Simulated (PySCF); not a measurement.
**C3H8BOP: electronic excitations and core binding energies**

Aim: predict the electronic excitations and core binding energies of C3H8BOP (`C=CCOBP`).

Programs: PySCF 2.14.0, with density-fitted response routines of our own. Each step states its level of theory. These are calculated values for one molecule in the gas phase, unless marked as measured. Atoms are numbered from 0 throughout.

## (1) Starting geometry

14 atoms, charge 0, multiplicity 1; geometry from: GFN2-xTB.

Bonds of the start (Å): C0–C1 1.32, C1–C2 1.50, C2–O3 1.41, O3–B4 1.32, B4–P5 1.91, C0–H6 1.08, C0–H7 1.08, C1–H8 1.08, C2–H9 1.10, C2–H10 1.10, B4–H11 1.18, P5–H12 1.38, P5–H13 1.38.

## (2) TDDFT and polarisability: B3LYP/def2-SVPD

Job settings and geometry (Å):

```
{"job": {"kind": "uv", "xc": "B3LYP", "basis": "def2-SVPD", "nstates": 8, "ntriplets": 3}, "charge": 0, "multiplicity": 1}
C      1.783071     1.259483     0.049708
C      1.655364     0.379992    -0.924611
C      0.421370    -0.438334    -1.181901
O     -0.630448    -0.101809    -0.309323
B     -1.033334    -0.818814     0.726917
P     -2.298518     0.054859     1.856746
H      2.690575     1.819356     0.193094
H      0.978989     1.454514     0.739958
H      2.459877     0.184341    -1.620600
H      0.671050    -1.505992    -1.089291
H      0.069591    -0.255164    -2.206016
H     -0.590442    -1.881529     0.993383
H     -3.255051    -0.941551     1.865656
H     -2.922771     0.790176     0.869179
```

Level: TDDFT B3LYP/def2-SVPD, vertical, gas phase, core orbitals frozen in the response.

What it wrote:

```text
coarse grid: 12016 points
cycle   1  E = -560.1677187745  dE =  5.713e-01  |g| = 6.203e-01  |ddm| = 5.764e+00
cycle   2  E = -560.0111513233  dE =  1.566e-01  |g| = 1.087e+00  |ddm| = 2.161e+00
cycle   3  E = -560.2454975404  dE = -2.343e-01  |g| = 1.202e-01  |ddm| = 1.265e+00
cycle   4  E = -560.2485553368  dE = -3.058e-03  |g| = 3.800e-02  |ddm| = 2.376e-01
cycle   5  E = -560.2489162005  dE = -3.609e-04  |g| = 9.401e-03  |ddm| = 7.721e-02
cycle   6  E = -560.2489349184  dE = -1.872e-05  |g| = 4.594e-03  |ddm| = 2.360e-02
cycle   7  E = -560.2489404186  dE = -5.500e-06  |g| = 7.827e-04  |ddm| = 6.322e-03
final grid: 110944 points
cycle   8  E = -560.3344188360  dE = -3.744e-05  |g| = 4.193e-03  |ddm| = 1.082e-01
cycle   9  E = -560.3344163807  dE =  2.455e-06  |g| = 5.355e-03  |ddm| = 1.449e-02
cycle  10  E = -560.3344233358  dE = -6.955e-06  |g| = 8.268e-04  |ddm| = 7.853e-03
cycle  11  E = -560.3344234967  dE = -1.608e-07  |g| = 1.669e-04  |ddm| = 1.336e-03
cycle  12  E = -560.3344235034  dE = -6.730e-09  |g| = 3.476e-05  |ddm| = 3.266e-04
cycle  13  E = -560.3344235037  dE = -3.436e-10  |g| = 9.373e-06  |ddm| = 9.644e-05
converged SCF energy = -560.3344235037

Static polarisability (au): isotropic 82.856, principal 66.622 81.884 100.062

Singlet excitations
state   eV       nm        f      main configurations
  1   5.3821    230.4   0.06984   H->L 0.92
  2   6.0847    203.8   0.00088   H->L+1 0.98
  3   6.1419    201.9   0.01050   H-1->L 0.99
  4   6.3160    196.3   0.03043   H->L+2 0.88, H->L+3 0.09
  5   6.5486    189.3   0.05931   H-2->L 0.90
  6   6.6867    185.4   0.03888   H->L+4 0.81, H->L+3 0.11
  7   6.9208    179.1   0.03077   H->L+3 0.72, H->L+4 0.12
  8   7.0036    177.0   0.01389   H-1->L+2 0.82

Triplet excitations (Tamm-Dancoff, eV): 4.5138 4.6023 5.7691
```

Run time: 27 s. Hardware: 1 thread, shared host.

Frontier orbitals and where they lie:

| orbital | eV | atoms |
| --- | --- | --- |
| HOMO−3 | -9.47 | O3 33 %, C2 16 %, C1 15 % |
| HOMO−2 | -8.42 | P5 26 %, O3 25 %, B4 20 % |
| HOMO−1 | -7.60 | C0 38 %, C1 36 %, C2 8 % |
| HOMO | -6.88 | P5 61 %, B4 14 %, O3 7 % |
| LUMO | -0.66 | B4 42 %, O3 20 %, P5 18 % |
| LUMO+1 | -0.14 | C0 35 %, C1 34 %, H7 6 % |
| LUMO+2 | 0.26 | B4 33 %, P5 11 %, C2 8 % |

With each of the 8 states as a Gaussian band of 0.4 eV half-width at 1/e, the curve within the window shown has maxima at 230 nm (ε 2,800), 188 nm (ε 5,600) L/(mol cm). Beyond the last state computed it falls off for lack of states. The curve at chosen wavelengths:

(nm, ε (L/mol/cm)): (170, 1036), (174, 2184), (177, 3227), (181, 4545), (184, 5251), (188, 5589), (191, 5359), (195, 4556), (198, 3763), (202, 2716), (206, 1913), (209, 1561), (213, 1458), (216, 1623), (220, 2042), (223, 2393), (227, 2745), (231, 2844), (234, 2730), (238, 2377), (241, 2019), (245, 1512), (248, 1159), (252, 765), (255, 538), (259, 320)

Ground-state properties from the same run:

| property | computed |
| --- | --- |
| dipole moment (D) | 2.32 |
| polarisability (Å³) | 12.28 |
| HOMO–LUMO gap (eV) | 6.22 |
| −ε(HOMO) (eV) | 6.88 |

## (3) X-ray photoelectron lines: SCAN, X2C

Settings changed since step 2:

```diff
@@ -1,2 +1,2 @@
-{"job": {"kind": "uv", "xc": "B3LYP", "basis": "def2-SVPD", "nstates": 8, "ntriplets": 3}, "charge": 0, "multiplicity": 1}
+{"job": {"kind": "xps"}, "charge": 0, "multiplicity": 1}
 C      1.783071     1.259483     0.049708
```

Method: delta-SCF UKS SCAN, pcX-2 on the ionised atom, pcseg-1 elsewhere, spin-free X2C.

What it wrote:

```text
ground state, core basis on atom 0 (C), 159 functions
  cycle   1  E = -561.18220223  |g| = 6.12e-01
  cycle   2  E = -561.01074397  |g| = 1.10e+00
  cycle   3  E = -561.25881084  |g| = 1.87e-01
  cycle   4  E = -561.26665950  |g| = 3.97e-02
  cycle   5  E = -561.26703713  |g| = 1.29e-02
  cycle   6  E = -561.26706835  |g| = 7.52e-03
  cycle   7  E = -561.26708457  |g| = 1.99e-03
  cycle   8  E = -561.26708692  |g| = 4.82e-04
  E(ground) = -561.29896384 Eh
hole in C 1s of atom 0
  cycle   1  E = -550.02447393  |g| = 1.50e+00
  cycle   2  E = -548.18494687  |g| = 2.01e+00
  cycle   3  E = -550.27663328  |g| = 6.92e-01
  cycle   4  E = -550.52251175  |g| = 3.92e-01
  cycle   5  E = -550.58651175  |g| = 1.58e-01
  cycle   6  E = -550.59780314  |g| = 3.83e-02
  cycle   7  E = -550.59839306  |g| = 2.04e-02
  cycle   8  E = -550.59855396  |g| = 8.22e-03
  cycle   9  E = -550.59859581  |g| = 3.06e-03
  cycle  10  E = -550.59860730  |g| = 1.84e-03
  cycle  11  E = -550.59861114  |g| = 1.08e-03
  cycle  12  E = -550.59861468  |g| = 4.36e-04
  E(ion) = -550.63025038 Eh   <S^2> = 0.7865   hole on atom = 1.000   binding energy = 290.310 eV
ground state, core basis on atom 1 (C), 159 functions
  cycle   1  E = -561.26742405  |g| = 6.26e-02
  cycle   2  E = -561.26669115  |g| = 6.06e-02
  cycle   3  E = -561.26728491  |g| = 3.74e-02
  cycle   4  E = -561.26765661  |g| = 5.47e-03
  cycle   5  E = -561.26766597  |g| = 5.57e-04
  cycle   6  E = -561.26766526  |g| = 1.40e-04
  E(ground) = -561.29968282 Eh
hole in C 1s of atom 1
  cycle   1  E = -550.00756892  |g| = 1.51e+00
  cycle   2  E = -547.84609115  |g| = 2.19e+00
  cycle   3  E = -550.32395115  |g| = 6.11e-01
  cycle   4  E = -550.51861990  |g| = 3.62e-01
  cycle   5  E = -550.56747469  |g| = 1.65e-01
  cycle   6  E = -550.58034504  |g| = 4.76e-02
  cycle   7  E = -550.58157975  |g| = 1.34e-02
  cycle   8  E = -550.58170639  |g| = 7.57e-03
  cycle   9  E = -550.58175703  |g| = 5.03e-03
  cycle  10  E = -550.58178998  |g| = 2.93e-03
  cycle  11  E = -550.58180934  |g| = 1.74e-03
  cycle  12  E = -550.58181696  |g| = 9.02e-04
  cycle  13  E = -550.58181750  |g| = 5.13e-04
  cycle  14  E = -550.58181770  |g| = 2.82e-04
  E(ion) = -550.61347133 Eh   <S^2> = 0.8077   hole on atom = 1.000   binding energy = 290.787 eV
ground state, core basis on atom 2 (C), 159 functions
  cycle   1  E = -561.26816774  |g| = 5.88e-02
  cycle   2  E = -561.26794204  |g| = 3.54e-02
  cycle   3  E = -561.26785850  |g| = 3.90e-02
  cycle   4  E = -561.26827079  |g| = 5.45e-03
  cycle   5  E = -561.26827874  |g| = 6.00e-04
  cycle   6  E = -561.26827893  |g| = 1.06e-04
  E(ground) = -561.29934498 Eh
hole in C 1s of atom 2
  cycle   1  E = -549.95143028  |g| = 1.51e+00
  cycle   2  E = -546.97156011  |g| = 2.64e+00
  cycle   3  E = -550.08312291  |g| = 9.28e-01
  cycle   4  E = -550.43000206  |g| = 4.76e-01
  cycle   5  E = -550.50806441  |g| = 1.38e-01
  cycle   6  E = -550.51530294  |g| = 3.75e-02
  cycle   7  E = -550.51608755  |g| = 1.67e-02
  cycle   8  E = -550.51622886  |g| = 8.92e-03
  cycle   9  E = -550.51627801  |g| = 3.58e-03
  cycle  10  E = -550.51629125  |g| = 2.20e-03
  cycle  11  E = -550.51629828  |g| = 1.22e-03
  cycle  12  E = -550.51630113  |g| = 7.21e-04
  cycle  13  E = -550.51630423  |g| = 5.22e-04
  cycle  14  E = -550.51630619  |g| = 3.05e-04
  E(ion) = -550.54745672 Eh   <S^2> = 0.7773   hole on atom = 1.000   binding energy = 292.574 eV
ground state, core basis on atom 3 (O), 159 functions
  cycle   1  E = -561.29503726  |g| = 1.04e-01
  cycle   2  E = -561.29333150  |g| = 1.10e-01
  cycle   3  E = -561.29496467  |g| = 5.71e-02
  cycle   4  E = -561.29553889  |g| = 4.74e-03
  cycle   5  E = -561.29554368  |g| = 7.26e-04
  cycle   6  E = -561.29554497  |g| = 1.53e-04
  E(ground) = -561.32449110 Eh
hole in O 1s of atom 3
  cycle   1  E = -540.66061676  |g| = 2.23e+00
  cycle   2  E = -539.75228078  |g| = 2.37e+00
  cycle   3  E = -541.31281216  |g| = 5.55e-01
  cycle   4  E = -541.29577057  |g| = 4.89e-01
  cycle   5  E = -541.48538190  |g| = 9.27e-02
  cycle   6  E = -541.49068558  |g| = 3.94e-02
  cycle   7  E = -541.49143987  |g| = 1.69e-02
  cycle   8  E = -541.49156569  |g| = 7.06e-03
  cycle   9  E = -541.49159369  |g| = 1.47e-03
  cycle  10  E = -541.49159412  |g| = 5.25e-04
  cycle  11  E = -541.49159398  |g| = 1.73e-04
  E(ion) = -541.52218284 Eh   <S^2> = 0.7625   hole on atom = 1.000   binding energy = 538.848 eV
ground state, core basis on atom 4 (B), 159 functions
  cycle   1  E = -561.25934490  |g| = 1.03e-01
  cycle   2  E = -561.25490576  |g| = 1.78e-01
  cycle   3  E = -561.26087769  |g| = 1.70e-02
  cycle   4  E = -561.26090983  |g| = 9.52e-03
  cycle   5  E = -561.26094017  |g| = 1.18e-03
  cycle   6  E = -561.26094137  |g| = 2.98e-04
  E(ground) = -561.29354210 Eh
hole in B 1s of atom 4
  cycle   1  E = -553.63173628  |g| = 1.17e+00
  cycle   2  E = -551.51104185  |g| = 2.01e+00
  cycle   3  E = -553.85188664  |g| = 5.81e-01
  cycle   4  E = -554.02453454  |g| = 2.37e-01
  cycle   5  E = -554.02429856  |g| = 2.52e-01
  cycle   6  E = -554.04951028  |g| = 5.38e-02
  cycle   7  E = -554.05093129  |g| = 2.23e-02
  cycle   8  E = -554.05129185  |g| = 1.07e-02
  cycle   9  E = -554.05138113  |g| = 4.84e-03
  cycle  10  E = -554.05140346  |g| = 3.20e-03
  cycle  11  E = -554.05141786  |g| = 1.84e-03
  cycle  12  E = -554.05142294  |g| = 7.27e-04
  cycle  13  E = -554.05142435  |g| = 2.68e-04
  E(ion) = -554.08448800 Eh   <S^2> = 0.8120   hole on atom = 1.000   binding energy = 196.168 eV
ground state, core basis on atom 5 (P), 170 functions
  cycle   1  E = -561.37842999  |g| = 3.39e-01
  cycle   2  E = -561.37841279  |g| = 2.76e-02
  cycle   3  E = -561.37821949  |g| = 3.81e-02
  cycle   4  E = -561.37865730  |g| = 7.11e-03
  cycle   5  E = -561.37866636  |g| = 3.99e-03
  cycle   6  E = -561.37866946  |g| = 4.78e-04
  E(ground) = -561.38060412 Eh
hole in P 1s of atom 5
  cycle   1  E = -481.24773612  |g| = 4.72e+00
  cycle   2  E = -479.74364707  |g| = 2.47e+00
  cycle   3  E = -469.90667646  |g| = 3.29e+00
  cycle   4  E = -482.26224998  |g| = 4.81e-01
  cycle   5  E = -482.33073361  |g| = 3.33e-01
  cycle   6  E = -482.38195963  |g| = 1.25e-01
  cycle   7  E = -482.38838737  |g| = 6.66e-02
  cycle   8  E = -482.39075657  |g| = 9.53e-03
  cycle   9  E = -482.39080398  |g| = 3.86e-03
  cycle  10  E = -482.39081021  |g| = 1.66e-03
  cycle  11  E = -482.39081181  |g| = 8.97e-04
  cycle  12  E = -482.39081080  |g| = 2.31e-04
  E(ion) = -482.39265519 Eh   <S^2> = 0.7518   hole on atom = 1.000   binding energy = 2149.372 eV
hole in P 2p of atom 5
  cycle   1  E = -555.98227364  |g| = 1.38e+00
  cycle   2  E = -554.21744726  |g| = 1.64e+00
  cycle   3  E = -553.36682631  |g| = 1.47e+00
  cycle   4  E = -556.35219547  |g| = 1.60e-01
  cycle   5  E = -556.35583839  |g| = 1.57e-01
  cycle   6  E = -556.36437241  |g| = 6.77e-02
  cycle   7  E = -556.36610200  |g| = 2.05e-02
  cycle   8  E = -556.36632370  |g| = 8.02e-03
  cycle   9  E = -556.36635812  |g| = 3.21e-03
  cycle  10  E = -556.36636433  |g| = 1.46e-03
  cycle  11  E = -556.36636557  |g| = 8.99e-04
  cycle  12  E = -556.36636561  |g| = 1.14e-04
  E(ion) = -556.37787877 Eh   <S^2> = 0.7531   hole on atom = 1.002   binding energy = 136.131 eV
  2p3/2 = 135.903 eV   2p1/2 = 136.794 eV
```

Run time: 58 s. Hardware: 1 thread, shared host.

Binding energies by hole, beside the orbital energy of the ground state; the difference holds orbital relaxation and, for a density functional, its self-interaction error:

| hole | stands for | environment | ΔSCF (eV; 2p as the shell's mean) | −ε (eV) | ⟨S²⟩ |
| --- | --- | --- | --- | --- | --- |
| C1s on C0 | C0 | terminal =CH2 carbon | 290.31 | 273.6 | 0.787 |
| C1s on C1 | C1 | alkene CH | 290.79 | 274.0 | 0.808 |
| C1s on C2 | C2 | allylic sp3 CH2 bonded to O | 292.57 | 275.6 | 0.777 |
| O1s on O3 | O3 | oxygen bonded to C, B | 538.85 | 517.5 | 0.762 |
| B1s on B4 | B4 | boron bonded to O, P, H | 196.17 | 180.7 | 0.812 |
| P1s on P5 | P5 | phosphorus bonded to B, 2 H | 2149.37 | 2092.0 | 0.752 |
| P2p on P5 | P5 | phosphorus bonded to B, 2 H | 136.20 | 125.0 | 0.753 |

With the spin-orbit splitting: P5 2p3/2 135.90, 2p1/2 136.79 eV. The table gives each 2p level as the mean over the whole 2p shell (two parts 2p3/2, one part 2p1/2), which differs a little from the single hole in the log.

## (4) What came out

| quantity | value |
| --- | --- |
| lowest singlet (B3LYP/def2-SVPD) | 5.38 eV (230 nm), f = 0.070 |
| lowest triplet | 4.51 eV |
| C1s binding energies, SCAN/pcX-2 | C2 292.57, C1 290.79, C0 290.31 eV |
| O1s binding energies, SCAN/pcX-2 | O3 538.85 eV |
| B1s binding energies, SCAN/pcX-2 | B4 196.17 eV |
| P1s binding energies, SCAN/pcX-2 | P5 2149.37 eV |
| P2p binding energies, SCAN/pcX-2 | P5 136.20 eV |

What this shows: The first singlet state (HOMO→LUMO 0.92) lies at 5.38 eV and is bright. The lowest triplet lies 0.87 eV below the lowest singlet (triplets in Tamm-Dancoff, singlets in full TDDFT). The C1s levels kept as sound span 2.26 eV, from C0 (terminal =CH2 carbon) up to C2 (allylic sp3 CH2 bonded to O).
